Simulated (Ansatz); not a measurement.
**CH6AlNO2Si: a ladder of functionals and wavefunction methods**

One table from this session's results is given with a row withheld; the runs are named, their logs left out.

Computed with Ansatz 0.2.0, Gaussian basis. Level: functionals in def2-TZVPP, the program's frozen cores in correlated methods.

Levels to be run: PBE-D4, r2SCAN-D4, PBE0-D4, B3LYP-D4, ωB97X-V, ωB97M-V, B2PLYP; CCSD(T)/def2-TZVPP; MP2/def2-QZVPP; extrapolation to the limit.

## Structure used throughout

The geometry comes from an earlier relaxation with PBE0-D4 in a triple-zeta def2 set; it is a stationary point, not always the lowest conformer.

SMILES `[NH2][AlH][C](=O)O[SiH3]`, 12 atoms, charge 0, spin multiplicity 1.

Atoms are counted from 1 here; the program's logs count them from 0.

Bond lengths: N1–Al2 1.758 Å, N1–H7 1.007 Å, N1–H8 1.008 Å, Al2–C3 2.011 Å, Al2–H9 1.575 Å, C3–O4 1.209 Å, C3–O5 1.354 Å, O5–Si6 1.698 Å, Si6–H10 1.482 Å, Si6–H11 1.480 Å, Si6–H12 1.480 Å. Angles: Al2–N1–H7 126.1°, Al2–N1–H8 123.3°, H7–N1–H8 110.6°, N1–Al2–C3 115.3°, N1–Al2–H9 122.7°, C3–Al2–H9 122.0°, Al2–C3–O4 124.9°, Al2–C3–O5 115.1°, O4–C3–O5 120.0°, C3–O5–Si6 116.6°, O5–Si6–H10 102.6°, O5–Si6–H11 111.1°, O5–Si6–H12 111.1°, H10–Si6–H11 110.1°, H10–Si6–H12 110.1°, H11–Si6–H12 111.5°.

The first run:

File in.yaml:

```yaml
crystal:
  periodic: [false, false, false]
  atoms:
    - {symbol: N, position_ang: [-0.627284, -1.922557, 1.814924]}
    - {symbol: Al, position_ang: [-0.804832, -0.174000, 1.860254]}
    - {symbol: C, position_ang: [-0.165468, 0.797603, 0.219150]}
    - {symbol: O, position_ang: [-0.202304, 1.996130, 0.066078]}
    - {symbol: O, position_ang: [0.337579, 0.004930, -0.757034]}
    - {symbol: Si, position_ang: [0.896664, 0.786293, -2.156553]}
    - {symbol: H, position_ang: [-0.890799, -2.565070, 2.544158]}
    - {symbol: H, position_ang: [-0.237029, -2.418886, 1.029170]}
    - {symbol: H, position_ang: [-1.419085, 0.587839, 3.093811]}
    - {symbol: H, position_ang: [1.368455, -0.342996, -2.991552]}
    - {symbol: H, position_ang: [-0.201951, 1.501370, -2.843542]}
    - {symbol: H, position_ang: [2.023155, 1.694149, -1.844963]}
basis:
  gaussian: {orbitals: def2-TZVPP}
hamiltonian: {xc: pbe, dispersion: d4}
output: {forces: true, orbitals: {seedname: orbitals}}
```

Started as:

```bash
> ansatz run in.yaml --threads 4 --pin off --events-out ev --progress --plain --max-ram 10444MiB
```

Among the steps run: PBE-D4 (GGA); r2SCAN-D4 (meta-GGA); PBE0-D4 (hybrid); B3LYP-D4 (hybrid); ωB97X-V (range-separated); ωB97M-V (range-separated); B2PLYP (double hybrid); CCSD(T) in def2-TZVPP; MP2 in def2-QZVPP.

One of the session's tables, all rows but one given; the rest of the session is left out.

It belongs to the step «Atomisation energies». 

| method | atomisation energy (eV) |
| --- | --- |
| PBE-D4 | 45.864 |
| r2SCAN-D4 | 45.103 |
| PBE0-D4 | 44.648 |
| B3LYP-D4 | 45.028 |
| ωB97X-V | 45.310 |
| ωB97M-V | 45.238 |
| B2PLYP | 44.568 |
| HF/def2-TZVPP | 31.203 |
| MP2/def2-TZVPP | ? |
| CCSD/def2-TZVPP | 42.874 |
| CCSD(T)/def2-TZVPP | 43.693 |
| MP2/CBS | 46.109 |
| CCSD(T)/CBS | 45.112 |

Estimate the missing values for MP2/def2-TZVPP.

The run gave: atomisation energy (eV): 44.689. In the column «atomisation energy (eV)» it lies between PBE0-D4 (44.648) and B3LYP-D4 (45.028).

Limits of these values: Free atoms (1 N, 1 Al, 1 C, 2 O, 1 Si, 6 H) were run apart at each level; the atomisation energy is their sum less the molecule, without zero-point or spin-orbit terms.
